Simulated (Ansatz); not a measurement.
# CdS: further runs on the relaxed cell

The task, for CdS: fit an equation of state.

Computed with Ansatz 0.2.0 (DFT r2SCAN, scalar-relativistic, plane waves, PAW, unless a step's input says otherwise).

## 1. Starting point

Symmetry: F-43m, No. 216, cubic system. Conventional cell: a = 5.879 Å, b = 5.879 Å, c = 5.879 Å, α = 90.00°, β = 90.00°, γ = 90.00°. Cd (site symmetry -43m) has 4 S at 2.55 Å as nearest neighbours. Around S (site symmetry -43m) lie 4 Cd at 2.55 Å.

As a file:

```
Cd S
1.0
     0.00000    2.93928    2.93928
     2.93928    0.00000    2.93928
     2.93928    2.93928    0.00000
Cd S
1 1
Direct
  0.00000 0.00000 0.00000
  0.25000 0.25000 0.25000
```

This cell was relaxed beforehand with the same method: volume 25.39 Å³/atom, gap on the mesh 1.54 eV.

## 2. The cell scaled to 0.97 of its volume

Contents of input.yaml:

```yaml
crystal:
  lattice:
    - [0.0, 2.9095882262, 2.9095882262]
    - [2.9095882262, 0.0, 2.9095882262]
    - [2.9095882262, 2.9095882262, 0.0]
  atoms:
    - { symbol: Cd, position: [0.0, 0.0, 0.0] }
    - { symbol: S, position: [0.25, 0.25, 0.25] }
basis:
  ecutwfc: 500
kpoints:
  mp_grid: { grid: [8, 8, 8] }
hamiltonian:
  xc: r2scan
scf:
  occupations: { method: gaussian, width: 0.02 }
output:
  forces: true
  stress: true
  eigenvalues: true
  write_density: true
  write_potential: true
  elf: true
  volumetric_format: npy
```

Launch:

```sh
$ ansatz run input.yaml --threads 1 --pin off --max-ram 2560MiB --backend cpu --events-out ev --progress --plain --runs-dir out
```

## 3. Point at V/V0 = 1.03

Contents of input.yaml:

```yaml
crystal:
  lattice:
    - [0.0, 2.9683836272, 2.9683836272]
    - [2.9683836272, 0.0, 2.9683836272]
    - [2.9683836272, 2.9683836272, 0.0]
  atoms:
    - { symbol: Cd, position: [0.0, 0.0, 0.0] }
    - { symbol: S, position: [0.25, 0.25, 0.25] }
basis:
  ecutwfc: 500
kpoints:
  mp_grid: { grid: [8, 8, 8] }
hamiltonian:
  xc: r2scan
scf:
  occupations: { method: gaussian, width: 0.02 }
output:
  forces: true
  stress: true
  eigenvalues: true
```

## 4. Point at V/V0 = 0.94

input.yaml, as its differences from that of step 3:

```diff
@@ -2,5 +2,5 @@
   lattice:
-    - [0.0, 2.9683836272, 2.9683836272]
-    - [2.9683836272, 0.0, 2.9683836272]
-    - [2.9683836272, 2.9683836272, 0.0]
+    - [0.0, 2.8792778113, 2.8792778113]
+    - [2.8792778113, 0.0, 2.8792778113]
+    - [2.8792778113, 2.8792778113, 0.0]
   atoms:
```

## 5. Point at V/V0 = 1.06

input.yaml, as its differences from that of step 4:

```diff
@@ -2,5 +2,5 @@
   lattice:
-    - [0.0, 2.8792778113, 2.8792778113]
-    - [2.8792778113, 0.0, 2.8792778113]
-    - [2.8792778113, 2.8792778113, 0.0]
+    - [0.0, 2.9969275285, 2.9969275285]
+    - [2.9969275285, 0.0, 2.9969275285]
+    - [2.9969275285, 2.9969275285, 0.0]
   atoms:
```

## 6. The cell scaled to 0.91 of its volume

input.yaml, as its differences from that of step 5:

```diff
@@ -2,5 +2,5 @@
   lattice:
-    - [0.0, 2.9969275285, 2.9969275285]
-    - [2.9969275285, 0.0, 2.9969275285]
-    - [2.9969275285, 2.9969275285, 0.0]
+    - [0.0, 2.8483154352, 2.8483154352]
+    - [2.8483154352, 0.0, 2.8483154352]
+    - [2.8483154352, 2.8483154352, 0.0]
   atoms:
```

## 7. Volume × 1.10

input.yaml, as its differences from that of step 6:

```diff
@@ -2,5 +2,5 @@
   lattice:
-    - [0.0, 2.8483154352, 2.8483154352]
-    - [2.8483154352, 0.0, 2.8483154352]
-    - [2.8483154352, 2.8483154352, 0.0]
+    - [0.0, 3.0341602489, 3.0341602489]
+    - [3.0341602489, 0.0, 3.0341602489]
+    - [3.0341602489, 3.0341602489, 0.0]
   atoms:
```

## 8. Point at V/V0 = 0.88

input.yaml, as its differences from that of step 7:

```diff
@@ -2,5 +2,5 @@
   lattice:
-    - [0.0, 3.0341602489, 3.0341602489]
-    - [3.0341602489, 0.0, 3.0341602489]
-    - [3.0341602489, 3.0341602489, 0.0]
+    - [0.0, 2.8166648662, 2.8166648662]
+    - [2.8166648662, 0.0, 2.8166648662]
+    - [2.8166648662, 2.8166648662, 0.0]
   atoms:
@@ -20 +20,5 @@
   eigenvalues: true
+  write_density: true
+  write_potential: true
+  elf: true
+  volumetric_format: npy
```

(Steps that only read results are left out.)

Before running it: what results should come out? Wanted: equilibrium volume of the fit; bulk modulus.

**Answer**, as computed:

| quantity | value |
| --- | --- |
| equilibrium volume of the fit | 25.38 Å³/atom |
| bulk modulus | 60 GPa |
| its pressure derivative | 4.5 |

What this shows: The fit puts the minimum at 25.38 Å³/atom with B = 60 GPa and B' = 4.5. The gap on the mesh goes from 1.82 eV at the smallest volume to 1.32 eV at the largest.
